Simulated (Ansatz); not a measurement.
# C₂H₇NSi: a ladder of functionals and wavefunction methods

One table from this session's results is given with a row withheld; the runs are named, their logs left out.

Computed with Ansatz 0.2.0, Gaussian basis. Level: functionals in def2-TZVPP, the program's frozen cores in correlated methods.

Plan: LDA (SPW92), PBE-D4, revPBE-D4, BLYP-D4, r2SCAN-D4, B97M-V, PBE0-D4, B3LYP-D4, r2SCANh-D4, r2SCAN0-D4, HSE06-D4, BHLYP-D4, CAM-B3LYP-D4, LC-ωPBE, ωB97X-V, ωB97M-V, B2PLYP, PBE-QIDH; CCSD(T)/def2-SVP; CCSD(T)/def2-TZVPP; MP2/def2-QZVPP; extrapolation to the limit; RPA on PBE.

## The geometry

The geometry comes from an earlier relaxation with PBE0-D4 in a triple-zeta def2 set; it is a stationary point, not always the lowest conformer.

SMILES `C1NC[SiH2]1`, 11 atoms, charge 0, spin multiplicity 1.

Atoms are counted from 1 here; the program's logs count them from 0.

Bond lengths: C1–N2 1.475 Å, C1–Si4 1.890 Å, C1–H5 1.091 Å, C1–H6 1.100 Å, N2–C3 1.475 Å, N2–H7 1.013 Å, C3–Si4 1.890 Å, C3–H8 1.100 Å, C3–H9 1.091 Å, Si4–H10 1.489 Å, Si4–H11 1.486 Å. Angles: N2–C1–Si4 85.8°, N2–C1–H5 113.5°, N2–C1–H6 114.4°, Si4–C1–H5 120.7°, Si4–C1–H6 112.2°, H5–C1–H6 108.9°, C1–N2–C3 103.9°, C1–N2–H7 114.9°, C3–N2–H7 114.9°, N2–C3–Si4 85.8°, N2–C3–H8 114.4°, N2–C3–H9 113.5°, Si4–C3–H8 112.2°, Si4–C3–H9 120.7°, H8–C3–H9 108.9°, C1–Si4–C3 75.8°, C1–Si4–H10 119.6°, C1–Si4–H11 114.9° and more.

Set-up of the first run:

File in.yaml:

```yaml
crystal:
  periodic: [false, false, false]
  atoms:
    - {symbol: C, position_ang: [-0.373901, 1.096156, -0.261318]}
    - {symbol: N, position_ang: [-0.498306, 0.315307, 0.983691]}
    - {symbol: C, position_ang: [0.380275, -0.848142, 0.760714]}
    - {symbol: Si, position_ang: [0.079859, -0.545385, -1.080323]}
    - {symbol: H, position_ang: [-1.289014, 1.623010, -0.537322]}
    - {symbol: H, position_ang: [0.463598, 1.809587, -0.269306]}
    - {symbol: H, position_ang: [-0.310080, 0.834460, 1.832421]}
    - {symbol: H, position_ang: [1.431334, -0.685287, 1.042139]}
    - {symbol: H, position_ang: [0.023512, -1.760755, 1.241382]}
    - {symbol: H, position_ang: [1.223742, -0.601768, -2.031834]}
    - {symbol: H, position_ang: [-1.065617, -1.294182, -1.659544]}
basis:
  gaussian: {orbitals: def2-TZVPP}
hamiltonian: {xc: lda}
output: {orbitals: {seedname: orbitals}}
```

The run is started by

```console
> ansatz run in.yaml --threads 2 --pin off --events-out ev --progress --plain --max-ram 4352MiB
```

Among the steps run: LDA; PBE-D4 (GGA); revPBE-D4 (GGA); BLYP-D4 (GGA); r2SCAN-D4 (meta-GGA); B97M-V (meta-GGA); B3LYP-D4 (hybrid); r2SCANh-D4 (hybrid); r2SCAN0-D4 (hybrid); HSE06-D4 (hybrid); BHLYP-D4 (hybrid); CAM-B3LYP-D4 (range-separated); LC-ωPBE (range-separated); ωB97X-V (range-separated); ωB97M-V (range-separated); B2PLYP (double hybrid); PBE-QIDH (double hybrid).

One of the session's tables, all rows but one given; the rest of the session is left out.

It belongs to the step «Orbital energies across the functionals». 

```
  functional  HOMO (eV)  LUMO (eV)  gap (eV)
 LDA (SPW92)      -5.20      -0.77      4.44
      PBE-D4      -5.13      -0.57      4.56
   revPBE-D4      -5.09      -0.49      4.60
     BLYP-D4      -5.02      -0.47      4.55
   r2SCAN-D4      -5.39      -0.18      5.21
      B97M-V      -5.60      -0.40      5.19
     PBE0-D4      -6.54       0.26      6.80
    B3LYP-D4      -6.31       0.02      6.33
  r2SCANh-D4      -5.92       0.10      6.02
  r2SCAN0-D4          ?          ?         ?
    HSE06-D4      -6.14      -0.11      6.02
    BHLYP-D4      -7.90       1.03      8.93
CAM-B3LYP-D4      -7.94       1.17      9.11
     LC-ωPBE      -9.30       2.34     11.64
     ωB97X-V      -8.98       2.18     11.16
     ωB97M-V      -8.90       1.82     10.72
```

**Question.** Estimate the row for r2SCAN0-D4.

Worked estimate for «HOMO (eV)». Against the share of exact exchange, r2SCAN-D4 (0, -5.39), r2SCANh-D4 (0.1, -5.92) give a slope of -5.30 per unit share; at 0.25 the line stands at -6.71.

The run gave: HOMO (eV): -6.73; LUMO (eV): 0.50; gap (eV): 7.23. In «HOMO (eV)» the line misses by +0.02.
